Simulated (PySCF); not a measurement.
# One shape, several levels: MoN2H2ClF (SMILES [NH]=[Mo](=[NH])([F])[Cl])

Aim: a comparison of 3 runs (HF/def2-SVP, PBE/3-21G, MP2/def2-SVPD) of MoN2H2ClF. The job is set up through a Python script.

The results are computed with PySCF 2.14.0.

## Step 1: Starting point

The species is MoN2H2ClF (7 atoms), meant as a singlet with charge 0. SMILES: `[NH]=[Mo](=[NH])([F])[Cl]`. The shape is that of a PBE0-D4/def2-TZVP optimisation.

Bond lengths: N1–Mo2 1.713 Å, Mo2–N3 1.713 Å, Mo2–F4 1.855 Å, Mo2–Cl5 2.270 Å, N1–H6 1.012 Å, N3–H7 1.012 Å. Angles: N1–Mo2–N3 108.6°, N1–Mo2–F4 108.7°, N1–Mo2–Cl5 107.5°, N3–Mo2–F4 108.7°, N3–Mo2–Cl5 107.5°, F4–Mo2–Cl5 115.7°, Mo2–N1–H6 152.6°, Mo2–N3–H7 152.6°.

## Step 2: Energy and gradient at HF/def2-SVP (core potential) (run 1)

job.py reads:

```python
# [NH]=[Mo](=[NH])([F])[Cl]
import pyscf.grad
from pyscf import gto

mol = gto.M(
    atom='''
N   -1.135500   0.439800   0.806500
Mo  -0.133800  -0.011500  -0.507300
N    1.306600  -0.698100   0.115100
F   -1.016800  -1.293100  -1.517200
Cl   0.438700   1.887600  -1.610800
H   -1.323000   0.560300   1.793600
H    1.925100  -0.953100   0.874400
''',
    verbose=4,
    basis='def2-svp',
    ecp={'Mo': 'def2-svp'},
    max_memory=1860,
)

mf = mol.RHF()
mf.conv_tol = 1e-10
mf.kernel()
if not mf.converged:
    mf = mf.newton().run(mf.mo_coeff, mf.mo_occ)

e_final = mf.e_tot
print('E(%s) = %.9f' % ('HF', e_final))
grad = mf.Gradients().kernel()
mf.analyze()
```

Launch:

```bash
$ OMP_NUM_THREADS=1 python job.py
```

The program printed:

```text
PySCF version 2.14.0

[... 102 lines left out ...]
MO #6   energy= -8.02838679554785  occ= 2
[... 18 lines left out ...]
MO #25  energy= -0.472614466782156 occ= 2
[... 18 lines left out ...]
MO #44  energy= 0.477617502342305  occ= 0
[... 18 lines left out ...]
MO #63  energy= 1.21967574788862   occ= 0
[... 18 lines left out ...]
MO #82  energy= 1.96050191881005   occ= 0
[... 18 lines left out ...]
MO #101 energy= 39.6673472256469   occ= 0
[... 111 lines left out ...]
Dipole moment(X, Y, Z, Debye):  0.92534, -0.23921,  3.67072
```

Run time: 31 s. Hardware: 1 thread of Intel Xeon at 2.50GHz (Skylake/Cascade Lake), shared host; peak memory 0.22 GiB.

## Step 3: Energy and forces at PBE/3-21G (run 2)

job.py reads:

```python
import pyscf.grad
from pyscf import gto, dft

mol = gto.M(
    atom='''
N     -1.135500     0.439800     0.806500
Mo    -0.133800    -0.011500    -0.507300
N      1.306600    -0.698100     0.115100
F     -1.016800    -1.293100    -1.517200
Cl     0.438700     1.887600    -1.610800
H     -1.323000     0.560300     1.793600
H      1.925100    -0.953100     0.874400
''',
    basis='3-21g',
    charge=0,
    max_memory=1860,
    verbose=3,
)

myscf = dft.RKS(mol)
myscf.xc = 'pbe'
myscf.grids.level = 5
myscf.conv_tol = 1e-10
myscf.kernel()
if not myscf.converged:
    myscf = myscf.newton().run(myscf.mo_coeff, myscf.mo_occ)

energy = myscf.e_tot
print('E(%s) = %.9f' % ('PBE', energy))
grad = myscf.Gradients().kernel()
myscf.analyze()
```

Launch:

```bash
$ OMP_NUM_THREADS=1 python job.py
```

The program printed:

```text
converged SCF energy = -4625.51439930678
[... 21 lines left out ...]
MO #10  energy= -13.9591479874162  occ= 2
[... 13 lines left out ...]
MO #24  energy= -1.48526459567859  occ= 2
[... 13 lines left out ...]
MO #38  energy= -0.308269313692296 occ= 2
[... 13 lines left out ...]
MO #52  energy= 0.138514673427034  occ= 0
[... 13 lines left out ...]
MO #66  energy= 0.894367237537877  occ= 0
[... 13 lines left out ...]
MO #80  energy= 3.34204763019567   occ= 0
[... 8 lines left out ...]
Dipole moment(X, Y, Z, Debye):  0.53722, -1.28076,  4.01308
```

Run time: 66 s. Hardware: 1 thread of Intel Xeon at 2.50GHz (Skylake/Cascade Lake), shared host; peak memory 0.78 GiB.

## Step 4: Energy and gradient at MP2/def2-SVPD (core potential) (run 3)

run.py reads:

```python
from pyscf import gto, scf, mp

mol = gto.Mole()
mol.atom = '''
N     -1.135500     0.439800     0.806500
Mo    -0.133800    -0.011500    -0.507300
N      1.306600    -0.698100     0.115100
F     -1.016800    -1.293100    -1.517200
Cl     0.438700     1.887600    -1.610800
H     -1.323000     0.560300     1.793600
H      1.925100    -0.953100     0.874400
'''
mol.verbose = 4
mol.max_memory = 1860
mol.ecp = {'Mo': 'def2-svp'}
mol.basis = 'def2-svpd'
mol.charge = 0
mol.build()

myscf = scf.RHF(mol)
myscf.conv_tol = 1e-10
myscf.kernel()
if not myscf.converged:
    myscf = myscf.newton().run(myscf.mo_coeff, myscf.mo_occ)

pt = mp.MP2(myscf, frozen=8).run()
e_final = pt.e_tot
print('E = %.10f Eh' % e_final)
grad = pt.nuc_grad_method().kernel()
dip = myscf.dip_moment()
pop, q = myscf.mulliken_pop()
```

Launch:

```bash
$ OMP_NUM_THREADS=1 python run.py
```

The program printed:

```text
PySCF version 2.14.0

[... 75 lines left out ...]
converged SCF energy = -736.268790904613
[... 19 lines left out ...]
Dipole moment(X, Y, Z, Debye):  0.86624, -0.29631,  3.55564
[... 148 lines left out ...]
charge of    6H =     -0.19478
```

Wall time 2.2 min (1 thread of Intel Xeon at 2.50GHz (Skylake/Cascade Lake), shared host); peak memory 2 GiB.

## Step 5: All runs side by side

| run | level | core potential | integration grid | energy (Eh) | dipole moment (D) of the reference | HOMO energy (eV) | LUMO energy (eV) | wall time |
| --- | --- | --- | --- | --- | --- | --- | --- | --- |
| 1 | HF/def2-SVP (core potential) | def2-svp | – | -736.244700 | 3.79 | -11.58 | 1.12 | 31 s |
| 2 | PBE/3-21G | – | 5 | -4625.514399 | 4.25 | -6.83 | -3.12 | 66 s |
| 3 | MP2/def2-SVPD (core potential) | def2-svp | – | -737.450171 | 3.67 | -11.65 | 0.82 | 2.2 min |

## Step 6: Outcome

| quantity | value |
| --- | --- |
| run 3: total energy | -737.45017 Eh |
| run 3: dipole moment (Hartree–Fock density) | 3.67 D |
| run 3: HOMO energy (Hartree–Fock orbitals) | -11.65 eV |
| run 3: LUMO energy (Hartree–Fock orbitals) | 0.82 eV |
| run 3: HOMO–LUMO gap (Hartree–Fock orbitals) | 12.47 eV |
| run 3: correlation energy (8 core orbitals frozen) | -1181.4 mEh |
| run 3: largest force on an atom | 2.603 eV/Å |

**Reading.** Some runs of one species differ in core potentials or relativity; totals across that change don't compare. In run 2 relativity is left out where basis or elements ask for it. All runs together took 3.8 min, the longest 2.2 min.
